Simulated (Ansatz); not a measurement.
# C2H3AlFN: a ladder of functionals and wavefunction methods

An exercise on one series of results from a longer session: the logs are not shown, and one member is left open.

Method: functionals in def2-TZVPP, the program's frozen cores in correlated methods; program: Ansatz 0.2.0, Gaussian basis.

The runs, in order: LDA (SPW92), PBE-D4, revPBE-D4, BLYP-D4, r2SCAN-D4, B97M-V, PBE0-D4, B3LYP-D4, r2SCANh-D4, r2SCAN0-D4, HSE06-D4, BHLYP-D4, CAM-B3LYP-D4, LC-ωPBE, ωB97X-V, ωB97M-V, B2PLYP, PBE-QIDH; CCSD(T)/def2-SVP; CCSD(T)/def2-TZVPP; MP2/def2-QZVPP; extrapolation to the limit; RPA on PBE.

## The relaxed structure

The geometry comes from an earlier relaxation with PBE0-D4 in a triple-zeta def2 set; it is a stationary point, not always the lowest conformer.

SMILES `C#[C][Al]([NH2])[F]`, 8 atoms, charge 0, spin multiplicity 1.

Atoms are counted from 1 here; the program's logs count them from 0.

Bond lengths: C1–C2 1.209 Å, C1–H6 1.067 Å, C2–Al3 1.892 Å, Al3–N4 1.751 Å, Al3–F5 1.646 Å, N4–H7 1.006 Å, N4–H8 1.007 Å. Angles: C2–C1–H6 179.8°, C1–C2–Al3 179.4°, C2–Al3–N4 121.6°, C2–Al3–F5 119.7°, N4–Al3–F5 118.8°, Al3–N4–H7 125.2°, Al3–N4–H8 124.0°, H7–N4–H8 110.8°.

Set-up of the first run:

File in.yaml:

```yaml
crystal:
  periodic: [false, false, false]
  atoms:
    - {symbol: C, position_ang: [-0.926572, 2.336032, -0.038512]}
    - {symbol: C, position_ang: [-0.255943, 1.329995, -0.031427]}
    - {symbol: Al, position_ang: [0.778197, -0.254845, -0.019651]}
    - {symbol: N, position_ang: [0.030144, -1.836822, 0.034773]}
    - {symbol: F, position_ang: [2.420630, -0.156474, -0.061286]}
    - {symbol: H, position_ang: [-1.514834, 3.225864, -0.044917]}
    - {symbol: H, position_ang: [0.525088, -2.713016, 0.043121]}
    - {symbol: H, position_ang: [-0.964610, -1.987835, 0.062100]}
basis:
  gaussian: {orbitals: def2-TZVPP}
hamiltonian: {xc: lda}
output: {orbitals: {seedname: orbitals}}
```

Run with:

```bash
ansatz run in.yaml --threads 2 --pin off --events-out ev --progress --plain --max-ram 4352MiB
```

Among the steps run: LDA; PBE-D4 (GGA); revPBE-D4 (GGA); BLYP-D4 (GGA); r2SCAN-D4 (meta-GGA); B97M-V (meta-GGA); PBE0-D4 (hybrid); B3LYP-D4 (hybrid); r2SCANh-D4 (hybrid); r2SCAN0-D4 (hybrid); HSE06-D4 (hybrid); BHLYP-D4 (hybrid); CAM-B3LYP-D4 (range-separated); LC-ωPBE (range-separated); ωB97X-V (range-separated); ωB97M-V (range-separated); B2PLYP (double hybrid); PBE-QIDH (double hybrid).

One of the session's tables, all rows but one given; the rest of the session is left out.

It belongs to the step «Frontier levels by functional». 

```
  functional  HOMO (eV)  gap (eV)
 LDA (SPW92)      -6.57      4.75
      PBE-D4      -6.37      4.81
   revPBE-D4      -6.29      4.85
     BLYP-D4      -6.23      4.80
   r2SCAN-D4      -6.65      5.35
      B97M-V      -6.67      5.34
     PBE0-D4      -7.77      7.06
    B3LYP-D4      -7.52      6.59
  r2SCANh-D4      -7.17      6.18
  r2SCAN0-D4      -7.97      7.42
    HSE06-D4      -7.36      6.28
    BHLYP-D4      -9.06      9.22
CAM-B3LYP-D4      -9.22      9.52
     LC-ωPBE          ?         ?
     ωB97X-V     -10.25     11.59
     ωB97M-V     -10.15     11.27
```

**Question.** Estimate the row for LC-ωPBE.

**Answer.** HOMO (eV): -10.68; gap (eV): 12.12. In the column «HOMO (eV)» it is the lowest.
